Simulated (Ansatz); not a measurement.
# C₂H₈F₂N₂Si: a ladder of functionals and wavefunction methods

An exercise on one series of results from a longer session: the logs are not shown, and one member is left open.

The runs use Ansatz 0.2.0, Gaussian basis; functionals in def2-TZVPP, the program's frozen cores in correlated methods.

The runs, in order: PBE-D4, r2SCAN-D4, PBE0-D4, B3LYP-D4, ωB97X-V, ωB97M-V, B2PLYP; CCSD(T)/def2-TZVPP; MP2/def2-QZVPP; extrapolation to the limit.

**The relaxed structure**

An earlier PBE0-D4 in a triple-zeta def2 set relaxation fixed the geometry.

SMILES `CN[Si](F)(F)NC`, 15 atoms, charge 0, spin multiplicity 1.

Atoms are counted from 1 here; the program's logs count them from 0.

Bond lengths: C1–N2 1.449 Å, C1–H8 1.090 Å, C1–H9 1.096 Å, C1–H10 1.094 Å, N2–Si3 1.684 Å, N2–H11 1.007 Å, Si3–F4 1.594 Å, Si3–F5 1.594 Å, Si3–N6 1.683 Å, N6–C7 1.448 Å, N6–H12 1.007 Å, C7–H13 1.096 Å, C7–H14 1.092 Å, C7–H15 1.094 Å. Angles: N2–C1–H8 109.5°, N2–C1–H9 112.6°, N2–C1–H10 111.1°, H8–C1–H9 107.8°, H8–C1–H10 107.4°, H9–C1–H10 108.2°, C1–N2–Si3 127.0°, C1–N2–H11 114.1°, Si3–N2–H11 117.1°, N2–Si3–F4 105.2°, N2–Si3–F5 116.5°, N2–Si3–N6 110.7°, F4–Si3–F5 103.6°, F4–Si3–N6 116.3°, F5–Si3–N6 104.7°, Si3–N6–C7 126.0°, Si3–N6–H12 117.8°, C7–N6–H12 114.5° and more.

As a file:

```xyz
15
C2H8F2N2Si
C    -0.5738    2.3666    0.2082
N    -0.4669    0.9522    0.5045
Si    0.9201    0.0013    0.4202
F     1.8278    0.6825   -0.6989
F     1.8564   -0.0072    1.7097
N     0.5199   -1.6148    0.1731
C    -0.3493   -2.1266   -0.8655
H     0.2759    2.6754   -0.4010
H    -0.5817    2.9872    1.1110
H    -1.4818    2.5812   -0.3627
H    -1.2493    0.5787    1.0171
H     1.0890   -2.3137    0.6225
H     0.2048   -2.5568   -1.7070
H    -0.9644   -1.3139   -1.2562
H    -1.0267   -2.8919   -0.4749
```

The first run:

Contents of in.yaml:

```yaml
crystal:
  periodic: [false, false, false]
  atoms:
    - {symbol: C, position_ang: [-0.573751, 2.366567, 0.208248]}
    - {symbol: N, position_ang: [-0.466896, 0.952188, 0.504468]}
    - {symbol: Si, position_ang: [0.920094, 0.001278, 0.420236]}
    - {symbol: F, position_ang: [1.827810, 0.682474, -0.698925]}
    - {symbol: F, position_ang: [1.856402, -0.007175, 1.709667]}
    - {symbol: N, position_ang: [0.519883, -1.614849, 0.173070]}
    - {symbol: C, position_ang: [-0.349277, -2.126594, -0.865543]}
    - {symbol: H, position_ang: [0.275931, 2.675431, -0.401027]}
    - {symbol: H, position_ang: [-0.581732, 2.987159, 1.111038]}
    - {symbol: H, position_ang: [-1.481829, 2.581202, -0.362680]}
    - {symbol: H, position_ang: [-1.249334, 0.578723, 1.017132]}
    - {symbol: H, position_ang: [1.088951, -2.313680, 0.622486]}
    - {symbol: H, position_ang: [0.204847, -2.556835, -1.707037]}
    - {symbol: H, position_ang: [-0.964386, -1.313948, -1.256242]}
    - {symbol: H, position_ang: [-1.026703, -2.891922, -0.474881]}
basis:
  gaussian: {orbitals: def2-TZVPP}
hamiltonian: {xc: pbe, dispersion: d4}
output: {forces: true, orbitals: {seedname: orbitals}}
```

The run is started by

```console
ansatz run in.yaml --threads 2 --pin off --events-out ev --progress --plain --max-ram 22528MiB --backend cuda --devices 0, --max-vram 18GiB
```

Steps of the session up to this table: PBE-D4 (GGA); r2SCAN-D4 (meta-GGA); PBE0-D4 (hybrid); B3LYP-D4 (hybrid); ωB97X-V (range-separated); ωB97M-V (range-separated); B2PLYP (double hybrid); CCSD(T) in def2-TZVPP; MP2 in def2-QZVPP.

One table of the session follows, with a row left open; its other results are not shown here.

| method | atomisation energy (kJ/mol) |
| --- | --- |
| PBE-D4 | 6037.3 |
| r2SCAN-D4 | 5922.7 |
| PBE0-D4 | 5924.2 |
| B3LYP-D4 | 5941.7 |
| ωB97X-V | 5957.3 |
| ωB97M-V | ? |
| B2PLYP | 5879.7 |
| HF/def2-TZVPP | 4287.6 |
| MP2/def2-TZVPP | 5886.6 |
| CCSD/def2-TZVPP | 5692.0 |
| CCSD(T)/def2-TZVPP | 5773.2 |
| MP2/CBS | 6060.2 |
| CCSD(T)/CBS | 5946.8 |

Estimate the missing values for ωB97M-V.

As computed: atomisation energy (kJ/mol): 5959.0. In the column «atomisation energy (kJ/mol)» it lies between ωB97X-V (5957.3) and PBE-D4 (6037.3).

Limits of these values: Free atoms (2 C, 2 N, 1 Si, 2 F, 8 H) were run apart at each level; the atomisation energy is their sum less the molecule, without zero-point or spin-orbit terms.
